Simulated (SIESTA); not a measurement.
## In3As under changes of volume

One of the cells (25.999 Å³/atom); the others are scaled copies at fixed shape and fractional positions:

```xyz
4
Lattice="4.7026 0.0000 0.0000 0.0000 4.7026 0.0000 0.0000 0.0000 4.7026" Properties=species:S:1:pos:R:3 pbc="T T T"
In    2.3513    2.3513    0.0000
In    2.3513    0.0000    2.3513
In    0.0000    2.3513    2.3513
As    0.0000    0.0000    0.0000
```

The cell comes from a database or a generator and needn't be the stable form of this composition.

| Quantity | Value |
| --- | --- |
| Program | SIESTA 5.4.2 |
| Functional | PBE |
| Potentials or basis | PseudoDojo 0.4 standard (PBE files) |
| Basis | DZP (energy shift 0.003 Ry; two zetas on semicore shells) |
| Grid cutoff | 500 Ry |
| Energy shift | 0.003 Ry |
| k mesh | 6 × 6 × 6 |
| Occupations | fermi-dirac, width 0.05 eV |
| Spin | no spin polarisation |

```tsv
volume (Å³/atom)	energy over the lowest point (meV/atom)	pressure (GPa)
23.960	33.03	4.8
24.470	?	?
24.980	10.34	2.5
25.999	0.53	0.6
26.509	0.00	-0.2
27.019	2.34	-1.0
```

What does the run at 24.470 Å³/atom give?

Energy over the lowest point 19.89 meV/atom; pressure 3.5 GPa.

Worked out: A Birch-Murnaghan fit of order 3 (a polynomial in V^(-2/3)) to the other rows has its minimum at 26.34 Å³/atom with B0 = V·E''(V) = 46 GPa (rough, since the energies scatter). It gives 20.01 meV/atom at 24.470 Å³/atom, against the run's 19.89, and -dE/dV = 3.6 GPa, against 3.5.

Energies are extrapolated to zero smearing.

Caveats: the basis of atomic orbitals isn't converged, which shifts pressures, moduli and gaps.
